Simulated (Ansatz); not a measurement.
## Molecular dynamics of Li

Input file:

```yaml
crystal:
  lattice:
    - [7.312873, 0.0, 0.0]
    - [0.0, 7.312873, 0.0]
    - [0.0, 0.0, 7.312873]
  atoms:
    - { symbol: Li, position: [-0.00381087, -0.00883124, -0.10786771] }
    - { symbol: Li, position: [0.41926404, 0.10054341, -0.02395548] }
    - { symbol: Li, position: [0.017068, 0.52894049, -0.05789743] }
    - { symbol: Li, position: [-0.03481876, -0.0656167, 0.42183554] }
    - { symbol: Li, position: [0.23791207, 0.24896921, 0.35201583] }
    - { symbol: Li, position: [0.54537424, 0.4501976, -0.04138145] }
    - { symbol: Li, position: [0.36569846, -0.07462188, 0.46803183] }
    - { symbol: Li, position: [0.77817833, 0.31868141, 0.18455536] }
    - { symbol: Li, position: [0.08000171, 0.56618614, 0.52645949] }
    - { symbol: Li, position: [0.24262977, 0.74028346, 0.2642043] }
    - { symbol: Li, position: [0.13499809, 0.18772943, 0.6516242] }
    - { symbol: Li, position: [0.4837891, 0.51204222, 0.50382521] }
    - { symbol: Li, position: [0.77529694, 0.6886809, 0.28077583] }
    - { symbol: Li, position: [0.81713017, 0.31216082, 0.76084078] }
    - { symbol: Li, position: [0.2962372, 0.69932139, 0.7685899] }
    - { symbol: Li, position: [0.7540557, 0.77726228, 0.77869313] }
basis:
  ecutwfc: 500.0
kpoints:
  mp_grid: { grid: [2, 2, 2] }
hamiltonian:
  xc: r2scan
scf:
  occupations: { method: fermi_dirac, width: 0.16 }
  lower_state_search: "off"
md:
  timestep: 1
  n_steps: 40
  ensemble: npt_langevin
  temperature: 1260.0
  initial_velocities: maxwell_boltzmann
  seed: 282250
  friction: 0.01
  pressure: 10.0
  fix_cell: [shape]
```

Command:

```bash
$ ansatz run input.yaml --threads 1 --pin off --max-ram 3072MiB --backend cpu --events-out ev --progress --plain --runs-dir out
```

It goes on from the last frame of an earlier run, with new velocities.

Output, in part (step lines):

```
md step     0: t =     0.00 fs  T =  1181.3 K  F+E_penalty+E_count = -3278.50200822 eV  E_kin = 2.443014 eV  conserved = -3252.29788012 eV  P_inst = 1.2245 GPa  V = 391.0786 Å³  selection 1  (9 SCF iters)
md step     1: t =     1.00 fs  T =  1206.3 K  F+E_penalty+E_count = -3278.45546866 eV  E_kin = 2.494724 eV  conserved = -3252.29795353 eV  P_inst = 1.2617 GPa  V = 390.9623 Å³  selection 1  (8 SCF iters)
md step     2: t =     2.00 fs  T =  1143.0 K  F+E_penalty+E_count = -3278.40949383 eV  E_kin = 2.363900 eV  conserved = -3252.29779092 eV  P_inst = 1.2545 GPa  V = 390.6297 Å³  selection 1  (8 SCF iters)
md step     3: t =     3.00 fs  T =  1142.0 K  F+E_penalty+E_count = -3278.37185949 eV  E_kin = 2.361941 eV  conserved = -3252.29783560 eV  P_inst = 1.2839 GPa  V = 390.0702 Å³  selection 1  (8 SCF iters)
md step     4: t =     4.00 fs  T =  1106.4 K  F+E_penalty+E_count = -3278.34497075 eV  E_kin = 2.288129 eV  conserved = -3252.29772104 eV  P_inst = 1.2926 GPa  V = 389.2630 Å³  selection 1  (8 SCF iters)
md step     5: t =     5.00 fs  T =  1047.8 K  F+E_penalty+E_count = -3278.32707340 eV  E_kin = 2.167036 eV  conserved = -3252.29761378 eV  P_inst = 1.2856 GPa  V = 388.2867 Å³  selection 1  (5 SCF iters)
md step     6: t =     6.00 fs  T =  1100.7 K  F+E_penalty+E_count = -3278.32233543 eV  E_kin = 2.276430 eV  conserved = -3252.29770334 eV  P_inst = 1.3371 GPa  V = 387.1843 Å³  selection 1  (6 SCF iters)
md step     7: t =     7.00 fs  T =  1110.7 K  F+E_penalty+E_count = -3278.33071758 eV  E_kin = 2.297190 eV  conserved = -3252.29768978 eV  P_inst = 1.3608 GPa  V = 385.9184 Å³  selection 1  (6 SCF iters)
md step     8: t =     8.00 fs  T =  1081.4 K  F+E_penalty+E_count = -3278.34640738 eV  E_kin = 2.236487 eV  conserved = -3252.29763832 eV  P_inst = 1.3623 GPa  V = 384.5074 Å³  selection 1  (5 SCF iters)
md step     9: t =     9.00 fs  T =  1106.5 K  F+E_penalty+E_count = -3278.36703066 eV  E_kin = 2.288494 eV  conserved = -3252.29775453 eV  P_inst = 1.3956 GPa  V = 382.9752 Å³  selection 1  (5 SCF iters)
md step    10: t =    10.00 fs  T =  1109.3 K  F+E_penalty+E_count = -3278.39296859 eV  E_kin = 2.294142 eV  conserved = -3252.29766830 eV  P_inst = 1.4148 GPa  V = 381.3531 Å³  selection 1  (8 SCF iters)
md step    11: t =    11.00 fs  T =  1097.1 K  F+E_penalty+E_count = -3278.43167611 eV  E_kin = 2.269014 eV  conserved = -3252.29769304 eV  P_inst = 1.4204 GPa  V = 379.6646 Å³  selection 1  (6 SCF iters)
md step    12: t =    12.00 fs  T =  1078.0 K  F+E_penalty+E_count = -3278.47750282 eV  E_kin = 2.229423 eV  conserved = -3252.29767824 eV  P_inst = 1.4201 GPa  V = 377.8821 Å³  selection 1  (5 SCF iters)
md step    13: t =    13.00 fs  T =  1058.6 K  F+E_penalty+E_count = -3278.52241059 eV  E_kin = 2.189326 eV  conserved = -3252.29755090 eV  P_inst = 1.4219 GPa  V = 375.9998 Å³  selection 1  (5 SCF iters)
md step    14: t =    14.00 fs  T =  1037.0 K  F+E_penalty+E_count = -3278.56690936 eV  E_kin = 2.144659 eV  conserved = -3252.29745798 eV  P_inst = 1.4256 GPa  V = 374.0357 Å³  selection 1  (5 SCF iters)
md step    15: t =    15.00 fs  T =  1038.2 K  F+E_penalty+E_count = -3278.61087391 eV  E_kin = 2.147208 eV  conserved = -3252.29744313 eV  P_inst = 1.4445 GPa  V = 372.0281 Å³  selection 1  (5 SCF iters)
md step    16: t =    16.00 fs  T =  1084.5 K  F+E_penalty+E_count = -3278.65931946 eV  E_kin = 2.242921 eV  conserved = -3252.29751082 eV  P_inst = 1.4901 GPa  V = 369.9085 Å³  selection 1  (5 SCF iters)
md step    17: t =    17.00 fs  T =  1101.3 K  F+E_penalty+E_count = -3278.71229737 eV  E_kin = 2.277638 eV  conserved = -3252.29763543 eV  P_inst = 1.5221 GPa  V = 367.6014 Å³  selection 1  (5 SCF iters)
md step    18: t =    18.00 fs  T =  1104.3 K  F+E_penalty+E_count = -3278.76855557 eV  E_kin = 2.283815 eV  conserved = -3252.29766286 eV  P_inst = 1.5503 GPa  V = 365.1853 Å³  selection 1  (5 SCF iters)
md step    19: t =    19.00 fs  T =  1087.3 K  F+E_penalty+E_count = -3278.83018346 eV  E_kin = 2.248625 eV  conserved = -3252.29773443 eV  P_inst = 1.5708 GPa  V = 362.7117 Å³  selection 1  (5 SCF iters)
md step    20: t =    20.00 fs  T =  1131.5 K  F+E_penalty+E_count = -3278.89763643 eV  E_kin = 2.340221 eV  conserved = -3252.29787389 eV  P_inst = 1.6340 GPa  V = 360.1459 Å³  selection 1  (7 SCF iters)
md step    21: t =    21.00 fs  T =  1198.5 K  F+E_penalty+E_count = -3278.96401524 eV  E_kin = 2.478778 eV  conserved = -3252.29800015 eV  P_inst = 1.7177 GPa  V = 357.4931 Å³  selection 1  (5 SCF iters)
md step    22: t =    22.00 fs  T =  1118.6 K  F+E_penalty+E_count = -3279.02611084 eV  E_kin = 2.313370 eV  conserved = -3252.29798737 eV  P_inst = 1.7140 GPa  V = 354.8599 Å³  selection 2  (9 SCF iters)
md step    23: t =    23.00 fs  T =  1186.2 K  F+E_penalty+E_count = -3279.08393059 eV  E_kin = 2.453259 eV  conserved = -3252.29811969 eV  P_inst = 1.8085 GPa  V = 352.1829 Å³  selection 2  (7 SCF iters)
md step    24: t =    24.00 fs  T =  1241.5 K  F+E_penalty+E_count = -3279.13756359 eV  E_kin = 2.567703 eV  conserved = -3252.29814907 eV  P_inst = 1.9045 GPa  V = 349.3849 Å³  selection 2  (6 SCF iters)
md step    25: t =    25.00 fs  T =  1302.7 K  F+E_penalty+E_count = -3279.18717248 eV  E_kin = 2.694128 eV  conserved = -3252.29841789 eV  P_inst = 2.0115 GPa  V = 346.5405 Å³  selection 2  (5 SCF iters)
md step    26: t =    26.00 fs  T =  1333.9 K  F+E_penalty+E_count = -3279.22758486 eV  E_kin = 2.758754 eV  conserved = -3252.29849752 eV  P_inst = 2.1096 GPa  V = 343.6159 Å³  selection 2  (5 SCF iters)
md step    27: t =    27.00 fs  T =  1368.7 K  F+E_penalty+E_count = -3279.26150472 eV  E_kin = 2.830733 eV  conserved = -3252.29859487 eV  P_inst = 2.2172 GPa  V = 340.6456 Å³  selection 2  (5 SCF iters)
md step    28: t =    28.00 fs  T =  1393.1 K  F+E_penalty+E_count = -3279.28709618 eV  E_kin = 2.881113 eV  conserved = -3252.29859522 eV  P_inst = 2.3252 GPa  V = 337.6876 Å³  selection 2  (5 SCF iters)
md step    29: t =    29.00 fs  T =  1359.7 K  F+E_penalty+E_count = -3279.29990942 eV  E_kin = 2.811986 eV  conserved = -3252.29854028 eV  P_inst = 2.4048 GPa  V = 334.7350 Å³  selection 2  (5 SCF iters)
md step    30: t =    30.00 fs  T =  1368.2 K  F+E_penalty+E_count = -3279.30489901 eV  E_kin = 2.829571 eV  conserved = -3252.29866414 eV  P_inst = 2.5211 GPa  V = 331.7479 Å³  selection 2  (7 SCF iters)
md step    31: t =    31.00 fs  T =  1413.4 K  F+E_penalty+E_count = -3279.29930660 eV  E_kin = 2.923147 eV  conserved = -3252.29872976 eV  P_inst = 2.6732 GPa  V = 328.7378 Å³  selection 2  (5 SCF iters)
md step    32: t =    32.00 fs  T =  1320.1 K  F+E_penalty+E_count = -3279.28036853 eV  E_kin = 2.730092 eV  conserved = -3252.29866959 eV  P_inst = 2.7458 GPa  V = 325.7098 Å³  selection 2  (5 SCF iters)
md step    33: t =    33.00 fs  T =  1331.3 K  F+E_penalty+E_count = -3279.25431197 eV  E_kin = 2.753327 eV  conserved = -3252.29858357 eV  P_inst = 2.8978 GPa  V = 322.6671 Å³  selection 3  (8 SCF iters)
md step    34: t =    34.00 fs  T =  1311.4 K  F+E_penalty+E_count = -3279.22297525 eV  E_kin = 2.712126 eV  conserved = -3252.29854331 eV  P_inst = 3.0353 GPa  V = 319.6336 Å³  selection 3  (7 SCF iters)
md step    35: t =    35.00 fs  T =  1344.2 K  F+E_penalty+E_count = -3279.18543979 eV  E_kin = 2.780007 eV  conserved = -3252.29851127 eV  P_inst = 3.2183 GPa  V = 316.6156 Å³  selection 3  (6 SCF iters)
md step    36: t =    36.00 fs  T =  1357.2 K  F+E_penalty+E_count = -3279.13793714 eV  E_kin = 2.806839 eV  conserved = -3252.29858167 eV  P_inst = 3.3964 GPa  V = 313.6303 Å³  selection 3  (5 SCF iters)
md step    37: t =    37.00 fs  T =  1357.6 K  F+E_penalty+E_count = -3279.07964159 eV  E_kin = 2.807783 eV  conserved = -3252.29855842 eV  P_inst = 3.5777 GPa  V = 310.6055 Å³  selection 3  (5 SCF iters)
md step    38: t =    38.00 fs  T =  1298.3 K  F+E_penalty+E_count = -3279.01408834 eV  E_kin = 2.685039 eV  conserved = -3252.29850834 eV  P_inst = 3.7266 GPa  V = 307.5338 Å³  selection 3  (5 SCF iters)
md step    39: t =    39.00 fs  T =  1271.4 K  F+E_penalty+E_count = -3278.94372918 eV  E_kin = 2.629409 eV  conserved = -3252.29831260 eV  P_inst = 3.9024 GPa  V = 304.4796 Å³  selection 3  (5 SCF iters)
md step    40: t =    40.00 fs  T =  1264.6 K  F+E_penalty+E_count = -3278.86889048 eV  E_kin = 2.615323 eV  conserved = -3252.29826656 eV  P_inst = 4.0951 GPa  V = 301.4539 Å³  selection 3  (7 SCF iters)
```

The run went to its last step. The conserved energy stayed within 0.054 meV per atom of its start (net change -0.024 meV per atom), so the integration is sound. A run of 0.04 ps of so small a system gives no equilibrium averages. Limits of this set-up: coarse k mesh. The cell's volume went from 391 to 301 Å³.

Mean squared displacements from the first frame to the last, about the centre of mass, the cell's change included: Li 0.55 Å².

Last frame:

```xyz
16
Lattice="6.7051 0.0000 0.0000 0.0000 6.7051 0.0000 0.0000 0.0000 6.7051" Properties=species:S:1:pos:R:3
Li 0.595 0.072 -0.273
Li 3.510 0.545 -0.337
Li 0.313 3.863 -0.175
Li -0.395 -0.504 3.077
Li 1.340 1.209 1.828
Li 3.105 3.229 -0.346
Li 3.102 -0.315 3.580
Li 5.495 1.475 1.695
Li 0.636 3.841 3.829
Li 1.831 4.446 1.393
Li 1.102 1.598 4.448
Li 3.331 3.091 3.283
Li 4.908 4.744 1.115
Li 5.180 2.457 4.409
Li 2.173 5.150 5.370
Li 4.655 5.473 5.558
```

Time of the run: 14 min on 1 thread of Intel(R) Xeon(R) Platinum 8488C (Sapphire Rapids) (shared host), peak memory 0.85 GiB.
